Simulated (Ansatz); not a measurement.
**C₈H₁₀: up Jacob's ladder to CCSD(T)**

Aim: compute C₈H₁₀ with functionals from several rungs and with coupled cluster, and see how far each lands from CCSD(T) at the basis-set limit for the atomisation energy.

Method: functionals in def2-TZVPP, the program's frozen cores in correlated methods; program: Ansatz 0.2.0, Gaussian basis.

Levels to be run: LDA (SPW92), PBE-D4, revPBE-D4, BLYP-D4, r2SCAN-D4, B97M-V, PBE0-D4, B3LYP-D4, r2SCANh-D4, r2SCAN0-D4, HSE06-D4, BHLYP-D4, CAM-B3LYP-D4, LC-ωPBE, ωB97X-V, ωB97M-V, B2PLYP, PBE-QIDH; CCSD(T)/def2-SVP; CCSD(T)/def2-TZVPP; MP2/def2-QZVPP; extrapolation to the limit; RPA on PBE.

## 1. The relaxed structure

An earlier PBE0-D4 in a triple-zeta def2 set relaxation fixed the geometry.

SMILES `C=CC1=C(C=C)CC1`, 18 atoms, charge 0, spin multiplicity 1.

Atoms are counted from 1 here; the program's logs count them from 0.

Bond lengths: C1–C2 1.335 Å, C1–H9 1.085 Å, C1–H10 1.083 Å, C2–C3 1.435 Å, C2–H11 1.087 Å, C3–C4 1.357 Å, C3–C8 1.509 Å, C4–C5 1.435 Å, C4–C7 1.509 Å, C5–C6 1.335 Å, C5–H12 1.087 Å, C6–H13 1.085 Å, C6–H14 1.083 Å, C7–C8 1.557 Å, C7–H15 1.094 Å, C7–H16 1.094 Å, C8–H17 1.094 Å, C8–H18 1.094 Å. Angles: C2–C1–H9 121.1°, C2–C1–H10 121.7°, H9–C1–H10 117.2°, C1–C2–C3 123.7°, C1–C2–H11 119.4°, C3–C2–H11 116.9°, C2–C3–C4 134.2°, C2–C3–C8 132.0°, C4–C3–C8 93.8°, C3–C4–C5 134.2°, C3–C4–C7 93.8°, C5–C4–C7 132.0°, C4–C5–C6 123.7°, C4–C5–H12 116.9°, C6–C5–H12 119.4°, C5–C6–H13 121.1°, C5–C6–H14 121.7°, H13–C6–H14 117.2° and more.

## 2. LDA

This LDA is Slater exchange with PW92 correlation.

Contents of in.yaml:

```yaml
crystal:
  periodic: [false, false, false]
  atoms:
    - {symbol: C, position_ang: [2.128773, -1.503810, -1.674582]}
    - {symbol: C, position_ang: [1.368695, -1.299499, -0.596071]}
    - {symbol: C, position_ang: [0.435014, -0.216776, -0.473537]}
    - {symbol: C, position_ang: [-0.423950, 0.187029, 0.495734]}
    - {symbol: C, position_ang: [-0.757748, -0.299650, 1.803705]}
    - {symbol: C, position_ang: [-1.659812, 0.277599, 2.601022]}
    - {symbol: C, position_ang: [-0.926473, 1.365702, -0.300461]}
    - {symbol: C, position_ang: [0.059483, 0.902398, -1.412768]}
    - {symbol: H, position_ang: [2.074538, -0.842302, -2.532824]}
    - {symbol: H, position_ang: [2.823246, -2.332714, -1.731725]}
    - {symbol: H, position_ang: [1.446059, -1.980448, 0.248281]}
    - {symbol: H, position_ang: [-0.235048, -1.189846, 2.145674]}
    - {symbol: H, position_ang: [-2.197737, 1.166495, 2.288592]}
    - {symbol: H, position_ang: [-1.886112, -0.118168, 3.583264]}
    - {symbol: H, position_ang: [-1.983386, 1.329882, -0.578731]}
    - {symbol: H, position_ang: [-0.709476, 2.349029, 0.125865]}
    - {symbol: H, position_ang: [0.858928, 1.612005, -1.643283]}
    - {symbol: H, position_ang: [-0.415001, 0.593072, -2.348154]}
basis:
  gaussian: {orbitals: def2-TZVPP}
hamiltonian: {xc: lda}
output: {orbitals: {seedname: orbitals}}
```

On the command line:

```
ansatz run in.yaml --threads 2 --pin off --events-out ev --progress --plain --max-ram 32768MiB --backend cuda --devices 0, --max-vram 18GiB
```

Further steps of the session: PBE-D4 (GGA); revPBE-D4 (GGA); BLYP-D4 (GGA); r2SCAN-D4 (meta-GGA); B97M-V (meta-GGA); PBE0-D4 (hybrid); B3LYP-D4 (hybrid); r2SCANh-D4 (hybrid); r2SCAN0-D4 (hybrid); HSE06-D4 (hybrid); BHLYP-D4 (hybrid); CAM-B3LYP-D4 (range-separated); LC-ωPBE (range-separated); ωB97X-V (range-separated); ωB97M-V (range-separated); B2PLYP (double hybrid); PBE-QIDH (double hybrid); CCSD(T) in def2-SVP; CCSD(T) in def2-TZVPP; MP2 in def2-QZVPP; RPA on PBE orbitals.

Q: Predict the results of all the runs planned. Wanted: atomisation energy, CCSD(T)/CBS; farthest beyond LDA; mean size of error, GGA; mean size of error, meta-GGA; mean size of error, hybrid; mean size of error, range-separated; mean size of error, double hybrid; gap, smallest and largest; T1 diagnostic.

The runs gave:

| quantity | value |
| --- | --- |
| atomisation energy, CCSD(T)/CBS | 1898.7 kcal/mol |
| functionals within 9.5 kcal/mol (0.5 %) | BLYP-D4, B3LYP-D4, r2SCANh-D4, LC-ωPBE, ωB97X-V, ωB97M-V |
| farthest beyond LDA | PBE-D4 (+66.7 kcal/mol) |
| mean size of error, GGA | 31.5 kcal/mol |
| mean size of error, meta-GGA | 14.2 kcal/mol |
| mean size of error, hybrid | 22.9 kcal/mol |
| mean size of error, range-separated | 6.9 kcal/mol |
| mean size of error, double hybrid | 10.4 kcal/mol |
| gap, smallest and largest | 2.95 eV (LDA (SPW92)), 9.10 eV (LC-ωPBE) |
| T1 diagnostic | 0.0110 |
| triples share of the correlation energy | 4.7 % |

**Reading.** LDA overbinds by 288.2 kcal/mol (15 %). PBE-D4 misses by +66.7 kcal/mol. Double hybrids carry the basis error of their MP2 part in triple zeta, and no dispersion term here, so their miss is partly the set-up's. Taken by rung, range-separated functionals do best (6.9 kcal/mol on average) and GGA ones worst beyond LDA (31.5 kcal/mol). hybrid functionals lie within the reference's doubt of that worst mean (22.9 kcal/mol), so those two tie. The gap between the best rungs is small, so their order is not settled. The reference freezes the cores and leaves out relativity and excitations past (T), so misses under about 9.5 kcal/mol can't be ranked. Hartree-Fock recovers 75 % of the binding; the rest is correlation. CCSD(T) in def2-SVP is off by -63.7 kcal/mol, more than most functionals: a good method in a small basis is no reference. Orbital gaps span 3.0 to 9.1 eV; exact exchange widens them. The restricted reference is unstable towards a spin-broken one.
